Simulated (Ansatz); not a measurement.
# CH6ClSi2 radical: up Jacob's ladder to CCSD(T)

Aim: compute CH6ClSi2 radical with functionals from several rungs and with coupled cluster. The yardstick is the atomisation energy at the CCSD(T) limit.

Method: functionals in def2-TZVPP, the program's frozen cores in correlated methods; program: Ansatz 0.2.0, Gaussian basis.

Plan: LDA (SPW92), PBE-D4, revPBE-D4, BLYP-D4, r2SCAN-D4, B97M-V, PBE0-D4, B3LYP-D4, r2SCANh-D4, r2SCAN0-D4, HSE06-D4, BHLYP-D4, CAM-B3LYP-D4, LC-ωPBE, ωB97X-V, ωB97M-V, B2PLYP, PBE-QIDH; CCSD(T)/def2-SVP; CCSD(T)/def2-TZVPP; MP2/def2-QZVPP; extrapolation to the limit; RPA on PBE.

## Step 1: The geometry

All runs share one geometry, relaxed beforehand with PBE0-D4 in a triple-zeta def2 set.

SMILES `C[Si]([SiH3])Cl`, 10 atoms, charge 0, spin multiplicity 2.

Atoms are counted from 1 here; the program's logs count them from 0.

Bond lengths: C1–Si2 1.872 Å, C1–H5 1.093 Å, C1–H6 1.094 Å, C1–H7 1.092 Å, Si2–Si3 2.338 Å, Si2–Cl4 2.073 Å, Si3–H8 1.485 Å, Si3–H9 1.490 Å, Si3–H10 1.489 Å. Angles: Si2–C1–H5 110.0°, Si2–C1–H6 110.4°, Si2–C1–H7 110.6°, H5–C1–H6 108.7°, H5–C1–H7 108.6°, H6–C1–H7 108.4°, C1–Si2–Si3 115.2°, C1–Si2–Cl4 108.2°, Si3–Si2–Cl4 108.6°, Si2–Si3–H8 109.0°, Si2–Si3–H9 112.4°, Si2–Si3–H10 108.4°, H8–Si3–H9 109.1°, H8–Si3–H10 109.2°, H9–Si3–H10 108.7°.

As a file:

```xyz
10

C    -0.81757    1.37586   -0.75904
Si   -0.39339   -0.44742   -0.74535
Si    1.25353   -1.07392    0.79140
Cl   -2.12309   -1.51261   -0.32997
H     0.07873    1.96619   -0.96496
H    -1.22346    1.68083    0.20971
H    -1.56161    1.59212   -1.52829
H     1.49048   -2.53558    0.67636
H     0.87137   -0.75087    2.19513
H     2.50821   -0.34581    0.45781
```

## Step 2: LDA

This LDA is Slater exchange with PW92 correlation.

Contents of in.yaml:

```yaml
crystal:
  periodic: [false, false, false]
  atoms:
    - {symbol: C, position_ang: [-0.817569, 1.375863, -0.759041]}
    - {symbol: Si, position_ang: [-0.393391, -0.447416, -0.745350]}
    - {symbol: Si, position_ang: [1.253532, -1.073924, 0.791396]}
    - {symbol: Cl, position_ang: [-2.123087, -1.512607, -0.329974]}
    - {symbol: H, position_ang: [0.078727, 1.966185, -0.964956]}
    - {symbol: H, position_ang: [-1.223459, 1.680834, 0.209710]}
    - {symbol: H, position_ang: [-1.561615, 1.592124, -1.528286]}
    - {symbol: H, position_ang: [1.490478, -2.535581, 0.676362]}
    - {symbol: H, position_ang: [0.871370, -0.750868, 2.195133]}
    - {symbol: H, position_ang: [2.508214, -0.345808, 0.457808]}
basis:
  gaussian: {orbitals: def2-TZVPP}
magnetization: {spin_polarized: true, initial_magnetization: 1}
hamiltonian: {xc: lda}
output: {orbitals: {seedname: orbitals}}
```

Further steps of the session: PBE-D4 (GGA); revPBE-D4 (GGA); BLYP-D4 (GGA); r2SCAN-D4 (meta-GGA); B97M-V (meta-GGA); PBE0-D4 (hybrid); B3LYP-D4 (hybrid); r2SCANh-D4 (hybrid); r2SCAN0-D4 (hybrid); HSE06-D4 (hybrid); BHLYP-D4 (hybrid); CAM-B3LYP-D4 (range-separated); LC-ωPBE-D4 (range-separated); ωB97X-V (range-separated); ωB97M-V (range-separated); B2PLYP (double hybrid); PBE-QIDH (double hybrid); CCSD(T) in def2-SVP; CCSD(T) in def2-TZVPP; MP2 in def2-QZVPP; RPA on PBE orbitals.

Before running them: what should the planned runs give, taken together? Wanted: atomisation energy, CCSD(T)/CBS; farthest beyond LDA; mean size of error, GGA; mean size of error, meta-GGA; mean size of error, hybrid; mean size of error, range-separated; mean size of error, double hybrid; gap, smallest and largest; T1 diagnostic.

As calculated:

| quantity | value |
| --- | --- |
| atomisation energy, CCSD(T)/CBS | 33.068 eV |
| functionals within 0.165 eV (0.5 %) | PBE0-D4, B3LYP-D4, r2SCANh-D4, r2SCAN0-D4, HSE06-D4, CAM-B3LYP-D4, ωB97M-V, PBE-QIDH |
| farthest beyond LDA | B2PLYP (-0.484 eV) |
| mean size of error, GGA | 0.284 eV |
| mean size of error, meta-GGA | 0.306 eV |
| mean size of error, hybrid | 0.118 eV |
| mean size of error, range-separated | 0.143 eV |
| mean size of error, double hybrid | 0.323 eV |
| gap, smallest and largest | 1.02 eV (LDA (SPW92)), 8.23 eV (LC-ωPBE) |
| T1 diagnostic | 0.0134 |
| triples share of the correlation energy | 3.9 % |

**Reading.** LDA overbinds by 3.864 eV (12 %). PBE-D4 misses by +0.202 eV. Double hybrids carry the basis error of their MP2 part in triple zeta, and no dispersion term here, so their miss is partly the set-up's. The rungs hybrid, range-separated miss on average by less than the doubt on the reference (0.165 eV), so they tie. The reference freezes the cores and leaves out relativity and excitations past (T), so misses under about 0.165 eV can't be ranked. Hartree-Fock recovers 77 % of the binding; the rest is correlation. CCSD(T) in def2-SVP is off by -2.194 eV, which most functionals beat. The gap grows from 1.0 to 8.2 eV across the functionals, mostly with the share of exact exchange.
